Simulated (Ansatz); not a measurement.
**(H2Ga-mu-NH2)3 (Ga3N3H12): inputs that go wrong**

Aim: try 1 input for (H2Ga-mu-NH2)3 (Ga3N3H12) as typed, read how each ends, and find what has to change.

Method: the settings change from run to run; program: Ansatz 0.2.0, Gaussian basis.

2 further runs of the same task are left out: 2 set aside as unsound or not needed.

## Step 1: The relaxed structure

The structure was relaxed beforehand with B3LYP-D4/def2-SVP.

18 atoms, charge 0, spin multiplicity 1.

Atoms are counted from 1 here; the program's logs count them from 0.

Bond lengths: Ga1–H2 1.575 Å, Ga1–H3 1.575 Å, Ga1–N4 2.022 Å, Ga1–N12 2.023 Å, N4–Ga5 2.019 Å, N4–H13 1.023 Å, N4–H14 1.024 Å, Ga5–H6 1.576 Å, Ga5–H7 1.577 Å, Ga5–N8 2.025 Å, N8–Ga9 2.024 Å, N8–H15 1.023 Å, N8–H16 1.023 Å, Ga9–H10 1.577 Å, Ga9–H11 1.576 Å, Ga9–N12 2.018 Å, N12–H17 1.024 Å, N12–H18 1.023 Å. Angles: H2–Ga1–H3 124.4°, H2–Ga1–N4 109.2°, H2–Ga1–N12 106.3°, H3–Ga1–N4 106.5°, H3–Ga1–N12 109.3°, N4–Ga1–N12 98.2°, Ga1–N4–Ga5 115.7°, Ga1–N4–H13 108.0°, Ga1–N4–H14 109.6°, Ga5–N4–H13 107.9°, Ga5–N4–H14 110.1°, H13–N4–H14 104.9°, N4–Ga5–H6 107.7°, N4–Ga5–H7 108.6°, N4–Ga5–N8 99.3°, H6–Ga5–H7 124.2°, H6–Ga5–N8 105.9°, H7–Ga5–N8 108.3° and more.

As a file:

```
Ga    1.95351   -0.55258   -0.51655
H     2.14604   -1.75134   -1.52020
H     3.13508    0.26381    0.13007
N     0.69853    0.80599   -1.33490
Ga   -0.38559    1.89700   -0.02727
H     0.50055    2.12778    1.25571
H    -1.11652    3.04964   -0.81790
N    -1.76516    0.50955    0.49433
Ga   -1.21056   -1.43580    0.43313
H    -1.95893   -2.20663    1.58773
H    -1.26413   -1.85367   -1.08591
N     0.73062   -1.22938    0.94648
H     1.25578    1.45366   -1.89756
H     0.07878    0.34241   -2.00471
H    -2.58993    0.61966   -0.10100
H    -2.09751    0.73367    1.43601
H     0.81432   -0.63035    1.77231
H     1.07510   -2.14344    1.25023
```

## Step 2: Try 1

in.yaml

```yaml
crystal:
  periodic: [false, false, false]
  atoms:
    - {symbol: Ga, position_ang: [1.953510, -0.552582, -0.516554]}
    - {symbol: H, position_ang: [2.146039, -1.751345, -1.520203]}
    - {symbol: H, position_ang: [3.135083, 0.263814, 0.130067]}
    - {symbol: N, position_ang: [0.698530, 0.805986, -1.334904]}
    - {symbol: Ga, position_ang: [-0.385586, 1.897001, -0.027269]}
    - {symbol: H, position_ang: [0.500548, 2.127780, 1.255713]}
    - {symbol: H, position_ang: [-1.116518, 3.049642, -0.817899]}
    - {symbol: N, position_ang: [-1.765164, 0.509548, 0.494330]}
    - {symbol: Ga, position_ang: [-1.210564, -1.435803, 0.433130]}
    - {symbol: H, position_ang: [-1.958929, -2.206634, 1.587733]}
    - {symbol: H, position_ang: [-1.264127, -1.853669, -1.085912]}
    - {symbol: N, position_ang: [0.730620, -1.229379, 0.946477]}
    - {symbol: H, position_ang: [1.255776, 1.453664, -1.897555]}
    - {symbol: H, position_ang: [0.078783, 0.342413, -2.004706]}
    - {symbol: H, position_ang: [-2.589932, 0.619663, -0.101002]}
    - {symbol: H, position_ang: [-2.097510, 0.733671, 1.436014]}
    - {symbol: H, position_ang: [0.814319, -0.630345, 1.772310]}
    - {symbol: H, position_ang: [1.075101, -2.143435, 1.250231]}
basis:
  gaussian: {orbitals: def2-mTZVPP}
hamiltonian: {xc: {name: HF}}
correlation: {active_space: {window: {electrons: 2, orbitals: 1}}}
scf: {omitted_lower_state_checks: [starts]}
output: {forces: true}
```

Launch:

```sh
$ ansatz run in.yaml --threads 2 --pin off --events-out ev --progress --plain --max-ram 22528MiB --backend cpu
```

Before running them: what should the planned runs give, taken together?

As calculated:

| try | level | ended | time |
| --- | --- | --- | --- |
| 1 | HF/def2-mTZVPP | converged | 24 s |

In words: 1 converged.
